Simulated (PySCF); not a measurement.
# C2H7Ge2P: core binding energies at several levels of theory, part 2 of 3

PySCF 2.14.0. Atoms count from 0.

**5. Core-electron binding energies: PBE, X2C**

Job settings and geometry (Å):

```
{"job": {"kind": "xps", "xc": "PBE"}, "charge": 0, "multiplicity": 1}
C      2.046318     1.769677    -0.872436
C      1.782753     0.607255    -0.627171
Ge     1.277883    -1.176289    -0.194200
P     -0.537436    -1.235863     1.255940
Ge    -1.763080     0.482129     0.267807
H      2.282230     2.797365    -1.085518
H      0.892373    -1.898619    -1.493688
H      2.471460    -1.877345     0.473712
H      0.085208    -0.391212     2.225870
H     -3.115358     0.558131     1.000474
H     -1.054252     1.842695     0.344842
H     -2.007697     0.100508    -1.202354
```

With the program's defaults for keys left out, this is: delta-SCF UKS PBE, pcX-2 on the ionised atom, pcseg-1 elsewhere, spin-free X2C.

The program printed:

```text
ground state, core basis on atom 0 (C), 166 functions
  cycle   1  E = -4609.51445810  |g| = 4.64e-01
  cycle   2  E = -4609.44694952  |g| = 6.47e-01
  cycle   3  E = -4609.57037238  |g| = 7.03e-02
  cycle   4  E = -4609.57144118  |g| = 4.71e-02
  cycle   5  E = -4609.57196040  |g| = 2.42e-02
  cycle   6  E = -4609.57211586  |g| = 7.63e-03
  cycle   7  E = -4609.57213522  |g| = 1.18e-03
  cycle   8  E = -4609.57213605  |g| = 3.52e-04
  E(ground) = -4609.58089562 Eh
hole in C 1s of atom 0
  cycle   1  E = -4598.35513136  |g| = 1.52e+00
  cycle   2  E = -4593.58224269  |g| = 2.73e+00
  cycle   3  E = -4598.04271350  |g| = 1.08e+00
  cycle   4  E = -4598.57022592  |g| = 8.66e-01
  cycle   5  E = -4598.85468348  |g| = 3.78e-01
  cycle   6  E = -4598.92620609  |g| = 1.16e-01
  cycle   7  E = -4598.93548730  |g| = 3.75e-02
  cycle   8  E = -4598.93655916  |g| = 1.49e-02
  cycle   9  E = -4598.93671920  |g| = 3.55e-03
  cycle  10  E = -4598.93673077  |g| = 1.17e-03
  cycle  11  E = -4598.93673183  |g| = 6.56e-04
  cycle  12  E = -4598.93673304  |g| = 2.84e-04
  E(ion) = -4598.94552654 Eh   <S^2> = 0.7807   hole on atom = 1.000   binding energy = 289.403 eV
ground state, core basis on atom 1 (C), 166 functions
  cycle   1  E = -4609.57293413  |g| = 7.70e-02
  cycle   2  E = -4609.57080689  |g| = 9.48e-02
  cycle   3  E = -4609.57120591  |g| = 8.65e-02
  cycle   4  E = -4609.57312874  |g| = 9.03e-03
  cycle   5  E = -4609.57315578  |g| = 7.71e-04
  cycle   6  E = -4609.57315908  |g| = 3.79e-04
  E(ground) = -4609.58206511 Eh
hole in C 1s of atom 1
  cycle   1  E = -4598.35930592  |g| = 1.53e+00
  cycle   2  E = -4592.72603604  |g| = 2.87e+00
  cycle   3  E = -4597.92224121  |g| = 1.10e+00
  cycle   4  E = -4598.71821044  |g| = 6.74e-01
  cycle   5  E = -4598.83621238  |g| = 4.61e-01
  cycle   6  E = -4598.92738331  |g| = 1.26e-01
  cycle   7  E = -4598.93737104  |g| = 3.53e-02
  cycle   8  E = -4598.93845585  |g| = 1.34e-02
  cycle   9  E = -4598.93859810  |g| = 5.24e-03
  cycle  10  E = -4598.93862059  |g| = 1.53e-03
  cycle  11  E = -4598.93862346  |g| = 8.11e-04
  cycle  12  E = -4598.93862664  |g| = 3.75e-04
  E(ion) = -4598.94745143 Eh   <S^2> = 0.7841   hole on atom = 1.000   binding energy = 289.383 eV
ground state, core basis on atom 3 (P), 177 functions
  cycle   1  E = -4609.66305020  |g| = 3.10e-01
  cycle   2  E = -4609.66248635  |g| = 6.43e-02
  cycle   3  E = -4609.65642379  |g| = 1.62e-01
  cycle   4  E = -4609.66313043  |g| = 2.79e-02
  cycle   5  E = -4609.66330877  |g| = 6.18e-03
  cycle   6  E = -4609.66332269  |g| = 1.33e-03
  cycle   7  E = -4609.66332388  |g| = 1.77e-04
  E(ground) = -4609.67229796 Eh
hole in P 1s of atom 3
  cycle   1  E = -4529.63159362  |g| = 4.79e+00
  cycle   2  E = -4525.82478370  |g| = 3.27e+00
  cycle   3  E = -4511.99548122  |g| = 3.77e+00
  cycle   4  E = -4530.66786013  |g| = 4.38e-01
  cycle   5  E = -4530.54664181  |g| = 6.67e-01
  cycle   6  E = -4530.75361172  |g| = 3.19e-01
  cycle   7  E = -4530.80712544  |g| = 6.59e-02
  cycle   8  E = -4530.80951037  |g| = 1.05e-02
  cycle   9  E = -4530.80956820  |g| = 4.50e-03
  cycle  10  E = -4530.80958171  |g| = 7.93e-04
  cycle  11  E = -4530.80958238  |g| = 2.03e-04
  E(ion) = -4530.81851176 Eh   <S^2> = 0.7515   hole on atom = 1.000   binding energy = 2145.721 eV
hole in P 2p of atom 3
  cycle   1  E = -4604.28035752  |g| = 1.38e+00
  cycle   2  E = -4600.78526759  |g| = 2.40e+00
  cycle   3  E = -4603.04087184  |g| = 1.49e+00
  cycle   4  E = -4604.66697394  |g| = 2.08e-01
  cycle   5  E = -4604.67131188  |g| = 1.73e-01
  cycle   6  E = -4604.67882043  |g| = 1.32e-01
  cycle   7  E = -4604.68765600  |g| = 3.40e-02
  cycle   8  E = -4604.68832270  |g| = 3.59e-03
  cycle   9  E = -4604.68833197  |g| = 9.00e-04
  cycle  10  E = -4604.68833057  |g| = 4.71e-04
  E(ion) = -4604.69727208 Eh   <S^2> = 0.7520   hole on atom = 1.002   binding energy = 135.377 eV
  2p3/2 = 135.139 eV   2p1/2 = 136.029 eV
```

Run time: 22 s. Hardware: 1 thread of Arm Neoverse V1, shared host; peak memory 0.61 GiB.

Binding energies by hole, beside the orbital energy of the ground state; the difference holds orbital relaxation and, for a density functional, its self-interaction error:

| hole | stands for | environment | ΔSCF (eV; 2p as the shell's mean) | −ε (eV) | ⟨S²⟩ |
| --- | --- | --- | --- | --- | --- |
| C1s on C0 | C0 | terminal alkyne carbon | 289.40 | 269.3 | 0.781 |
| C1s on C1 | C1 | alkyne carbon | 289.38 | 269.2 | 0.784 |
| P1s on P3 | P3 | phosphorus bonded to 2 Ge, H | 2145.72 | 2081.6 | 0.752 |
| P2p on P3 | P3 | phosphorus bonded to 2 Ge, H | 135.44 | 123.0 | 0.752 |

With the spin-orbit splitting: P3 2p3/2 135.14, 2p1/2 136.03 eV. The table gives each 2p level as the mean over the whole 2p shell (two parts 2p3/2, one part 2p1/2), which differs a little from the single hole in the log.

**6. Core-electron binding energies: HF, X2C**

The job, as its differences from that of step 5:

```diff
@@ -1,2 +1,2 @@
-{"job": {"kind": "xps", "xc": "PBE"}, "charge": 0, "multiplicity": 1}
+{"job": {"kind": "xps", "xc": "HF"}, "charge": 0, "multiplicity": 1}
 C      2.046318     1.769677    -0.872436
```

With the program's defaults for keys left out, this is: delta-SCF UKS HF, pcX-2 on the ionised atom, pcseg-1 elsewhere, spin-free X2C.

The program printed:

```text
ground state, core basis on atom 0 (C), 166 functions
  cycle   1  E = -4605.81693801  |g| = 3.53e-01
  cycle   2  E = -4605.87158839  |g| = 1.02e-01
  cycle   3  E = -4605.87640030  |g| = 3.80e-02
  cycle   4  E = -4605.87702212  |g| = 1.33e-02
  cycle   5  E = -4605.87707942  |g| = 4.35e-03
  cycle   6  E = -4605.87708915  |g| = 1.01e-03
  cycle   7  E = -4605.87709029  |g| = 2.73e-04
  E(ground) = -4605.87709029 Eh
hole in C 1s of atom 0
  cycle   1  E = -4594.62610497  |g| = 1.49e+00
  cycle   2  E = -4594.86978450  |g| = 9.71e-01
  cycle   3  E = -4595.18489597  |g| = 2.07e-01
  cycle   4  E = -4595.20383882  |g| = 5.98e-02
  cycle   5  E = -4595.20656217  |g| = 2.77e-02
  cycle   6  E = -4595.20883148  |g| = 2.46e-02
  cycle   7  E = -4595.21181765  |g| = 2.19e-02
  cycle   8  E = -4595.21727866  |g| = 1.43e-02
  cycle   9  E = -4595.21802930  |g| = 1.96e-03
  cycle  10  E = -4595.21803361  |g| = 9.95e-04
  cycle  11  E = -4595.21803567  |g| = 7.03e-04
  cycle  12  E = -4595.21803654  |g| = 5.01e-04
  cycle  13  E = -4595.21803752  |g| = 7.43e-05
  E(ion) = -4595.21803752 Eh   <S^2> = 1.1940   hole on atom = 1.000   binding energy = 290.048 eV
ground state, core basis on atom 1 (C), 166 functions
  cycle   1  E = -4605.88035950  |g| = 2.85e-02
  cycle   2  E = -4605.88044589  |g| = 9.51e-03
  cycle   3  E = -4605.88046128  |g| = 6.09e-03
  cycle   4  E = -4605.88047026  |g| = 3.28e-04
  E(ground) = -4605.88047026 Eh
hole in C 1s of atom 1
  cycle   1  E = -4594.64266120  |g| = 1.50e+00
  cycle   2  E = -4594.83080741  |g| = 1.03e+00
  cycle   3  E = -4595.19292129  |g| = 2.34e-01
  cycle   4  E = -4595.21669843  |g| = 5.25e-02
  cycle   5  E = -4595.21907228  |g| = 2.75e-02
  cycle   6  E = -4595.22141976  |g| = 2.56e-02
  cycle   7  E = -4595.22494473  |g| = 2.37e-02
  cycle   8  E = -4595.23267020  |g| = 1.57e-02
  cycle   9  E = -4595.23282585  |g| = 5.03e-03
  cycle  10  E = -4595.23292824  |g| = 2.77e-03
  cycle  11  E = -4595.23292182  |g| = 2.66e-03
  cycle  12  E = -4595.23295533  |g| = 5.93e-04
  cycle  13  E = -4595.23295701  |g| = 1.80e-04
  E(ion) = -4595.23295701 Eh   <S^2> = 1.2682   hole on atom = 1.000   binding energy = 289.734 eV
ground state, core basis on atom 3 (P), 177 functions
  cycle   1  E = -4605.96883361  |g| = 8.44e-02
  cycle   2  E = -4605.96901849  |g| = 1.01e-02
  cycle   3  E = -4605.96903173  |g| = 6.54e-03
  cycle   4  E = -4605.96904232  |g| = 1.27e-03
  cycle   5  E = -4605.96904300  |g| = 4.08e-04
  E(ground) = -4605.96904300 Eh
hole in P 1s of atom 3
  cycle   1  E = -4525.80426037  |g| = 4.68e+00
  cycle   2  E = -4526.78295706  |g| = 1.12e+00
  cycle   3  E = -4526.94244723  |g| = 1.37e-01
  cycle   4  E = -4526.94941908  |g| = 2.78e-02
  cycle   5  E = -4526.94982722  |g| = 5.49e-03
  cycle   6  E = -4526.94986938  |g| = 3.38e-03
  cycle   7  E = -4526.94988438  |g| = 1.94e-03
  cycle   8  E = -4526.94989443  |g| = 1.01e-03
  cycle   9  E = -4526.94989801  |g| = 4.67e-04
  E(ion) = -4526.94989801 Eh   <S^2> = 0.7554   hole on atom = 1.000   binding energy = 2150.220 eV
hole in P 2p of atom 3
  cycle   1  E = -4600.58920991  |g| = 1.35e+00
  cycle   2  E = -4600.91897357  |g| = 5.22e-01
  cycle   3  E = -4600.98728845  |g| = 3.34e-02
  cycle   4  E = -4600.98812441  |g| = 1.41e-02
  cycle   5  E = -4600.98829205  |g| = 6.59e-03
  cycle   6  E = -4600.98834839  |g| = 3.93e-03
  cycle   7  E = -4600.98837660  |g| = 1.77e-03
  cycle   8  E = -4600.98838566  |g| = 9.24e-04
  cycle   9  E = -4600.98838857  |g| = 4.70e-04
  E(ion) = -4600.98838857 Eh   <S^2> = 0.7621   hole on atom = 1.002   binding energy = 135.531 eV
  2p3/2 = 135.256 eV   2p1/2 = 136.108 eV
```

It took 46 s on 1 thread of Arm Neoverse V1, shared host; peak memory 0.64 GiB.

The holes in one table. −ε is the ground-state orbital energy:

| hole | stands for | environment | ΔSCF (eV; 2p as the shell's mean) | −ε (eV) | ⟨S²⟩ |
| --- | --- | --- | --- | --- | --- |
| C1s on C0 | C0 | terminal alkyne carbon | 290.05 (doubtful) | 306.2 | 1.194 |
| C1s on C1 | C1 | alkyne carbon | 289.73 (doubtful) | 305.8 | 1.268 |
| P1s on P3 | P3 | phosphorus bonded to 2 Ge, H | 2150.22 | 2181.4 | 0.755 |
| P2p on P3 | P3 | phosphorus bonded to 2 Ge, H | 135.54 | 146.4 | 0.762 |

Doubtful: the ion did not converge, its hole moved, or its ⟨S²⟩ is well above 0.75.

With the spin-orbit splitting: P3 2p3/2 135.26, 2p1/2 136.11 eV. The table gives each 2p level as the mean over the whole 2p shell (two parts 2p3/2, one part 2p1/2), which differs a little from the single hole in the log.

**7. X-ray photoelectron lines: SCAN, X2C**

The job, as its differences from that of step 6:

```diff
@@ -1,2 +1,2 @@
-{"job": {"kind": "xps", "xc": "HF"}, "charge": 0, "multiplicity": 1}
+{"job": {"kind": "xps", "basis": "pcX-1"}, "charge": 0, "multiplicity": 1}
 C      2.046318     1.769677    -0.872436
```

Method: delta-SCF UKS SCAN, pcX-1 on the ionised atom, pcseg-1 elsewhere, spin-free X2C.

The program printed:

```text
ground state, core basis on atom 0 (C), 145 functions
  cycle   1  E = -4610.28663279  |g| = 4.37e-01
  cycle   2  E = -4610.25589820  |g| = 5.26e-01
  cycle   3  E = -4610.33627541  |g| = 1.08e-01
  cycle   4  E = -4610.33786710  |g| = 7.64e-02
  cycle   5  E = -4610.33943784  |g| = 8.60e-03
  cycle   6  E = -4610.33946403  |g| = 3.43e-03
  cycle   7  E = -4610.33947342  |g| = 9.08e-04
  cycle   8  E = -4610.33947385  |g| = 4.15e-04
  E(ground) = -4610.62805450 Eh
hole in C 1s of atom 0
  cycle   1  E = -4599.08786911  |g| = 1.50e+00
  cycle   2  E = -4594.89363831  |g| = 2.52e+00
  cycle   3  E = -4598.88565398  |g| = 1.01e+00
  cycle   4  E = -4599.41852708  |g| = 7.10e-01
  cycle   5  E = -4599.61281308  |g| = 3.38e-01
  cycle   6  E = -4599.66604380  |g| = 8.80e-02
  cycle   7  E = -4599.67137769  |g| = 3.20e-02
  cycle   8  E = -4599.67233716  |g| = 1.23e-02
  cycle   9  E = -4599.67255979  |g| = 7.21e-03
  cycle  10  E = -4599.67268080  |g| = 4.44e-03
  cycle  11  E = -4599.67274209  |g| = 2.22e-03
  cycle  12  E = -4599.67274794  |g| = 9.50e-04
  cycle  13  E = -4599.67275275  |g| = 5.20e-04
  cycle  14  E = -4599.67275275  |g| = 2.57e-04
  E(ion) = -4599.96049957 Eh   <S^2> = 0.8381   hole on atom = 1.000   binding energy = 290.279 eV
ground state, core basis on atom 1 (C), 145 functions
  cycle   1  E = -4610.33723793  |g| = 6.75e-02
  cycle   2  E = -4610.32833444  |g| = 1.94e-01
  cycle   3  E = -4610.33831078  |g| = 8.23e-03
  cycle   4  E = -4610.33832996  |g| = 4.31e-03
  cycle   5  E = -4610.33833729  |g| = 8.17e-04
  cycle   6  E = -4610.33833915  |g| = 3.01e-04
  E(ground) = -4610.62692578 Eh
hole in C 1s of atom 1
  cycle   1  E = -4599.09057084  |g| = 1.51e+00
  cycle   2  E = -4594.23503719  |g| = 2.67e+00
  cycle   3  E = -4598.86220965  |g| = 9.81e-01
  cycle   4  E = -4599.46913540  |g| = 6.41e-01
  cycle   5  E = -4599.61157329  |g| = 3.54e-01
  cycle   6  E = -4599.66584996  |g| = 9.41e-02
  cycle   7  E = -4599.67199402  |g| = 2.88e-02
  cycle   8  E = -4599.67299653  |g| = 1.31e-02
  cycle   9  E = -4599.67336139  |g| = 8.64e-03
  cycle  10  E = -4599.67356794  |g| = 5.68e-03
  cycle  11  E = -4599.67367494  |g| = 2.70e-03
  cycle  12  E = -4599.67368574  |g| = 1.23e-03
  cycle  13  E = -4599.67368551  |g| = 5.40e-04
  cycle  14  E = -4599.67368852  |g| = 1.47e-04
  E(ion) = -4599.96104785 Eh   <S^2> = 0.8673   hole on atom = 1.000   binding energy = 290.233 eV
ground state, core basis on atom 3 (P), 157 functions
  cycle   1  E = -4610.45059701  |g| = 2.18e-01
  cycle   2  E = -4610.44656564  |g| = 1.31e-01
  cycle   3  E = -4610.43804993  |g| = 2.21e-01
  cycle   4  E = -4610.45118681  |g| = 3.22e-02
  cycle   5  E = -4610.45154272  |g| = 2.98e-03
  cycle   6  E = -4610.45154559  |g| = 8.42e-04
  cycle   7  E = -4610.45154396  |g| = 3.35e-04
  E(ground) = -4610.70872908 Eh
hole in P 1s of atom 3
  cycle   1  E = -4530.28680409  |g| = 4.72e+00
  cycle   2  E = -4527.86652743  |g| = 2.72e+00
  cycle   3  E = -4514.85926079  |g| = 3.47e+00
  cycle   4  E = -4531.32025045  |g| = 4.46e-01
  cycle   5  E = -4531.29956121  |g| = 5.20e-01
  cycle   6  E = -4531.42474228  |g| = 2.49e-01
  cycle   7  E = -4531.45653885  |g| = 6.84e-02
  cycle   8  E = -4531.45912695  |g| = 9.31e-03
  cycle   9  E = -4531.45917295  |g| = 4.71e-03
  cycle  10  E = -4531.45918944  |g| = 1.13e-03
  cycle  11  E = -4531.45919039  |g| = 2.91e-04
  E(ion) = -4531.71808009 Eh   <S^2> = 0.7520   hole on atom = 1.000   binding energy = 2149.445 eV
hole in P 2p of atom 3
  cycle   1  E = -4605.02248898  |g| = 1.39e+00
  cycle   2  E = -4602.94832707  |g| = 1.97e+00
  cycle   3  E = -4604.81533833  |g| = 8.96e-01
  cycle   4  E = -4605.41798705  |g| = 1.69e-01
  cycle   5  E = -4605.38555992  |g| = 2.89e-01
  cycle   6  E = -4605.42979528  |g| = 6.42e-02
  cycle   7  E = -4605.43216636  |g| = 1.66e-02
  cycle   8  E = -4605.43234615  |g| = 2.56e-03
  cycle   9  E = -4605.43235138  |g| = 1.12e-03
  cycle  10  E = -4605.43234894  |g| = 6.29e-04
  cycle  11  E = -4605.43235048  |g| = 1.83e-04
  E(ion) = -4605.70149723 Eh   <S^2> = 0.7539   hole on atom = 1.002   binding energy = 136.254 eV
  2p3/2 = 136.017 eV   2p1/2 = 136.903 eV
```

Run time: 30 s. Hardware: 1 thread of Arm Neoverse V1, shared host; peak memory 0.54 GiB.

Binding energies by hole, beside the orbital energy of the ground state; the difference holds orbital relaxation and, for a density functional, its self-interaction error:

| hole | stands for | environment | ΔSCF (eV; 2p as the shell's mean) | −ε (eV) | ⟨S²⟩ |
| --- | --- | --- | --- | --- | --- |
| C1s on C0 | C0 | terminal alkyne carbon | 290.28 | 273.8 | 0.838 |
| C1s on C1 | C1 | alkyne carbon | 290.23 (doubtful) | 273.7 | 0.867 |
| P1s on P3 | P3 | phosphorus bonded to 2 Ge, H | 2149.45 | 2092.9 | 0.752 |
| P2p on P3 | P3 | phosphorus bonded to 2 Ge, H | 136.31 | 125.9 | 0.754 |

Doubtful: the ion did not converge, its hole moved, or its ⟨S²⟩ is well above 0.75. Rows just under that mark are hardly safer.

With the spin-orbit splitting: P3 2p3/2 136.02, 2p1/2 136.90 eV. The table gives each 2p level as the mean over the whole 2p shell (two parts 2p3/2, one part 2p1/2), which differs a little from the single hole in the log.

(Part 2 of 3 ends here.)
